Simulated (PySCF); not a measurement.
# C₃H₈GeS: electronic excitations

Wanted: the electronic excitations of C₃H₈GeS (`C=C[CH2][GeH2][SH]`), by calculation.

Programs: PySCF 2.14.0, with density-fitted response routines of our own. Each step states its level of theory. These are calculated values for one molecule in the gas phase, unless marked as measured. Atoms are numbered from 0 throughout.

## Step 1: Starting geometry

13 atoms, charge 0, multiplicity 1; geometry from: GFN2-xTB.

Bonds of the start (Å): C0–C1 1.32, C1–C2 1.48, C2–Ge3 2.01, Ge3–S4 2.21, C0–H5 1.08, C0–H6 1.08, C1–H7 1.08, C2–H8 1.09, C2–H9 1.09, Ge3–H10 1.51, Ge3–H11 1.52, S4–H12 1.33.

## Step 2: Excited states and response: CAM-B3LYP/def2-SVPD

What the job is given:

```
{"job": {"kind": "uv", "xc": "CAM-B3LYP", "basis": "def2-SVPD", "nstates": 8, "ntriplets": 3}, "charge": 0, "multiplicity": 1}
C     -1.610951     1.044966    -0.524507
C     -1.217030    -0.149564    -0.114064
C     -0.239909    -0.377610     0.980155
Ge     1.559924    -0.816891     0.211337
S      2.235846     0.861953    -1.048360
H     -2.304641     1.167557    -1.338670
H     -1.273404     1.949158    -0.042812
H     -1.578559    -1.040710    -0.612513
H     -0.548307    -1.211246     1.609444
H     -0.137063     0.512212     1.602417
H      2.609421    -1.035611     1.276266
H      1.504333    -2.086945    -0.616434
H      0.995950     1.183217    -1.399986
```

With the program's defaults for keys left out, this is: TDDFT CAM-B3LYP/def2-SVPD, vertical, gas phase, core orbitals frozen in the response.

On the command line:

```sh
OMP_NUM_THREADS=1 python probes_run.py task.json out
```

One launch serves the whole session: the jobs run in the order shown.

Predict these results of the whole session: lowest singlet (CAM-B3LYP/def2-SVPD); brightest single state of those computed; lowest triplet.

**Answer**, as computed:

| quantity | value |
| --- | --- |
| lowest singlet (CAM-B3LYP/def2-SVPD) | 5.87 eV (211 nm), f = 0.028 |
| brightest single state of those computed | state 3, 6.55 eV, f = 0.151 |
| lowest triplet | 4.31 eV |

The lowest singlet, at 5.87 eV, is HOMO→LUMO 0.54, HOMO→LUMO+1 0.15 and is weak; of the 8 states computed, the strongest absorption comes from state 3 at 6.55 eV (the last state computed is bright too, and its partners may lie past the list). The lowest triplet lies 1.56 eV below the lowest singlet (triplets in Tamm-Dancoff, singlets in full TDDFT).
